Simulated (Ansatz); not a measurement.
# C₂H₅AlO₂S: up Jacob's ladder to CCSD(T)

Aim: compute C₂H₅AlO₂S with functionals from several rungs and with coupled cluster. The yardstick is the atomisation energy at the CCSD(T) limit.

Method: functionals in def2-TZVPP, the program's frozen cores in correlated methods; program: Ansatz 0.2.0, Gaussian basis.

The runs, in order: LDA (SPW92), PBE-D4, revPBE-D4, BLYP-D4, r2SCAN-D4, B97M-V, PBE0-D4, B3LYP-D4, r2SCANh-D4, r2SCAN0-D4, HSE06-D4, BHLYP-D4, CAM-B3LYP-D4, LC-ωPBE, ωB97X-V, ωB97M-V, B2PLYP, PBE-QIDH; CCSD(T)/def2-SVP; CCSD(T)/def2-TZVPP; MP2/def2-QZVPP; extrapolation to the limit; RPA on PBE.

### Step 1. The relaxed structure

The geometry comes from an earlier relaxation with PBE0-D4 in a triple-zeta def2 set; it is a stationary point, not always the lowest conformer.

SMILES `[OH][Al]1[CH2]SC[O]1`, 11 atoms, charge 0, spin multiplicity 1.

Atoms are counted from 1 here; the program's logs count them from 0.

Bond lengths: O1–Al2 1.683 Å, O1–H7 0.955 Å, Al2–C3 1.941 Å, Al2–O6 1.715 Å, C3–S4 1.818 Å, C3–H8 1.092 Å, C3–H9 1.091 Å, S4–C5 1.845 Å, C5–O6 1.391 Å, C5–H10 1.094 Å, C5–H11 1.095 Å. Angles: Al2–O1–H7 125.2°, O1–Al2–C3 131.0°, O1–Al2–O6 124.5°, C3–Al2–O6 104.6°, Al2–C3–S4 96.4°, Al2–C3–H8 118.6°, Al2–C3–H9 112.7°, S4–C3–H8 112.4°, S4–C3–H9 107.2°, H8–C3–H9 108.7°, C3–S4–C5 99.0°, S4–C5–O6 112.8°, S4–C5–H10 104.4°, S4–C5–H11 108.8°, O6–C5–H10 111.2°, O6–C5–H11 110.4°, H10–C5–H11 108.9°, Al2–O6–C5 111.8°.

As a file:

```xyz
11
C2H5AlO2S
O     0.3038   -2.7117   -0.1146
Al    0.0792   -1.0447   -0.0606
C     0.3650    0.3219   -1.4085
S     0.7035    1.6817   -0.2511
C    -0.4373    1.1911    1.1139
O    -0.4785   -0.1848    1.3140
H     0.1901   -3.3063    0.6244
H    -0.4502    0.5552   -2.0965
H     1.2744    0.1581   -1.9880
H    -0.0461    1.7072    1.9954
H    -1.4387    1.5754    0.8920
```

### Step 2. LDA

This LDA is Slater exchange with PW92 correlation.

Input file in.yaml:

```yaml
crystal:
  periodic: [false, false, false]
  atoms:
    - {symbol: O, position_ang: [0.303763, -2.711676, -0.114581]}
    - {symbol: Al, position_ang: [0.079211, -1.044667, -0.060586]}
    - {symbol: C, position_ang: [0.365006, 0.321928, -1.408527]}
    - {symbol: S, position_ang: [0.703505, 1.681719, -0.251060]}
    - {symbol: C, position_ang: [-0.437296, 1.191076, 1.113870]}
    - {symbol: O, position_ang: [-0.478456, -0.184751, 1.313981]}
    - {symbol: H, position_ang: [0.190136, -3.306295, 0.624387]}
    - {symbol: H, position_ang: [-0.450198, 0.555154, -2.096483]}
    - {symbol: H, position_ang: [1.274431, 0.158081, -1.987973]}
    - {symbol: H, position_ang: [-0.046052, 1.707197, 1.995375]}
    - {symbol: H, position_ang: [-1.438652, 1.575435, 0.891996]}
basis:
  gaussian: {orbitals: def2-TZVPP}
hamiltonian: {xc: lda}
output: {orbitals: {seedname: orbitals}}
```

Run with:

```console
$ ansatz run in.yaml --threads 4 --pin off --events-out ev --progress --plain --max-ram 10444MiB
```

After this run come: PBE-D4 (GGA); revPBE-D4 (GGA); BLYP-D4 (GGA); r2SCAN-D4 (meta-GGA); B97M-V (meta-GGA); B3LYP-D4 (hybrid); r2SCANh-D4 (hybrid); r2SCAN0-D4 (hybrid); HSE06-D4 (hybrid); BHLYP-D4 (hybrid); CAM-B3LYP-D4 (range-separated); LC-ωPBE (range-separated); ωB97X-V (range-separated); ωB97M-V (range-separated); B2PLYP (double hybrid); PBE-QIDH (double hybrid); CCSD(T) in def2-SVP; CCSD(T) in def2-TZVPP; MP2 in def2-QZVPP; RPA on PBE orbitals.

Q: Predict the results of all the runs planned. Wanted: atomisation energy, CCSD(T)/CBS; farthest beyond LDA; mean size of error, GGA; mean size of error, meta-GGA; mean size of error, hybrid; mean size of error, range-separated; mean size of error, double hybrid; gap, smallest and largest; T1 diagnostic.

**Answer**, as computed:

| quantity | value |
| --- | --- |
| atomisation energy, CCSD(T)/CBS | 1032.7 kcal/mol |
| functionals within 5.2 kcal/mol (0.5 %) | r2SCAN-D4, B97M-V, PBE0-D4, r2SCANh-D4, HSE06-D4, CAM-B3LYP-D4, LC-ωPBE, ωB97X-V, ωB97M-V |
| farthest beyond LDA | BHLYP-D4 (-45.5 kcal/mol) |
| mean size of error, GGA | 12.1 kcal/mol |
| mean size of error, meta-GGA | 2.0 kcal/mol |
| mean size of error, hybrid | 13.4 kcal/mol |
| mean size of error, range-separated | 2.3 kcal/mol |
| mean size of error, double hybrid | 12.5 kcal/mol |
| gap, smallest and largest | 3.78 eV (BLYP-D4), 10.81 eV (LC-ωPBE) |
| T1 diagnostic | 0.0132 |
| triples share of the correlation energy | 4.1 % |

**Reading.** The LDA atomisation energy is off by 162.9 kcal/mol (16 %): it overbinds. PBE-D4 misses by +22.5 kcal/mol. Double hybrids carry the basis error of their MP2 part in triple zeta, and no dispersion term here, so their miss is partly the set-up's. The rungs meta-GGA, range-separated miss on average by less than the doubt on the reference (5.2 kcal/mol), so they tie. Misses under about 5.2 kcal/mol are within the doubt on the reference itself, which lacks core-valence correlation, relativity and higher excitations. Hartree-Fock recovers 70 % of the binding; the rest is correlation. CCSD(T) in def2-SVP is off by -70.8 kcal/mol, more than most functionals: a good method in a small basis is no reference. Orbital gaps span 3.8 to 10.8 eV; exact exchange widens them.
